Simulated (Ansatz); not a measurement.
# H4CS: the cost of one run

Program: Ansatz 0.2.0. Level of theory: DFT PBE+D3(BJ), plane waves, PAW, scalar-relativistic, no spin polarisation. These are calculated values, not measurements.

## Step 1: Starting point

The cell holds 36 atoms (C6H24S6): a = 9.236 Å, b = 9.236 Å, c = 9.236 Å, α = 90.00°, β = 90.00°, γ = 90.00°.

Its coordinates follow in the input file.

## Step 2: Preparing the start

input.yaml reads:

```yaml
crystal:
  lattice:
    - [9.235746, 0.0, 0.0]
    - [0.0, 9.235746, 0.0]
    - [0.0, 0.0, 9.235746]
  atoms:
    - { symbol: C, position: [0.165911, 0.9376635, 0.417359] }
    - { symbol: C, position: [0.0221555, 0.9460907, 0.4298466] }
    - { symbol: H, position: [0.2198399, 0.9518348, 0.313983] }
    - { symbol: H, position: [0.2347895, 0.9162928, 0.5100671] }
    - { symbol: H, position: [-0.0467231, 0.9674613, 0.3371385] }
    - { symbol: H, position: [-0.0317734, 0.9319193, 0.5332226] }
    - { symbol: C, position: [0.9128358, 0.3607445, 0.1043911] }
    - { symbol: C, position: [0.7766389, 0.3551882, 0.0563065] }
    - { symbol: H, position: [0.9466269, 0.4389664, 0.185232] }
    - { symbol: H, position: [0.995395, 0.2872692, 0.064628] }
    - { symbol: H, position: [0.6940797, 0.4286635, 0.0960696] }
    - { symbol: H, position: [0.7428478, 0.2769663, -0.0245344] }
    - { symbol: C, position: [0.327065, 0.275057, 0.4208421] }
    - { symbol: C, position: [0.3138425, 0.3723223, 0.314742] }
    - { symbol: H, position: [0.2343394, 0.2163494, 0.4626886] }
    - { symbol: H, position: [0.4310864, 0.2506729, 0.4696348] }
    - { symbol: H, position: [0.2098212, 0.3967065, 0.2659492] }
    - { symbol: H, position: [0.4065681, 0.4310299, 0.2728955] }
    - { symbol: S, position: [0.6880709, 0.9320933, 0.7030556] }
    - { symbol: H, position: [0.800727, 0.9875121, 0.6304529] }
    - { symbol: H, position: [0.7467225, 0.7996223, 0.7097787] }
    - { symbol: S, position: [0.883738, 0.3667914, 0.7447515] }
    - { symbol: H, position: [1.0153089, 0.4118891, 0.7858502] }
    - { symbol: H, position: [0.8308455, 0.501577, 0.7364435] }
    - { symbol: S, position: [0.2647039, 0.6585556, 0.6981489] }
    - { symbol: H, position: [0.3390923, 0.5586799, 0.6238185] }
    - { symbol: H, position: [0.2455701, 0.5714329, 0.8125051] }
    - { symbol: S, position: [0.7179902, 0.5691845, 0.3780664] }
    - { symbol: H, position: [0.6024821, 0.4950763, 0.4249668] }
    - { symbol: H, position: [0.6371497, 0.6715292, 0.3146301] }
    - { symbol: S, position: [0.1187299, 0.1168004, 0.852152] }
    - { symbol: H, position: [0.2146166, 0.0580625, 0.7605584] }
    - { symbol: H, position: [0.1880258, 0.2441346, 0.85638] }
    - { symbol: S, position: [0.5949148, 0.9374728, 0.1839735] }
    - { symbol: H, position: [0.6900224, 1.0466639, 0.1920766] }
    - { symbol: H, position: [0.5331401, 0.9890422, 0.0633158] }
basis:
  ecutwfc: 420.0
kpoints:
  mp_grid: { grid: [1, 1, 1] }
hamiltonian:
  xc: pbe
  dispersion: d3bj
scf:
  occupations: { method: fermi_dirac, width: 0.02 }
  lower_state_search: "off"
relax:
  f_tol: 0.3
  max_steps: 15
  adjacent_minimum: "off"
```

Command:

```
$ ansatz run input.yaml --threads 1 --pin off --max-ram 3072MiB --backend cpu --events-out ev --progress --plain --runs-dir out
```

**Question.** How long does this run take on 1 thread of Arm Neoverse V1, shared host, and how much memory does it need?

About 76 s, with a peak of 0.58 GiB.
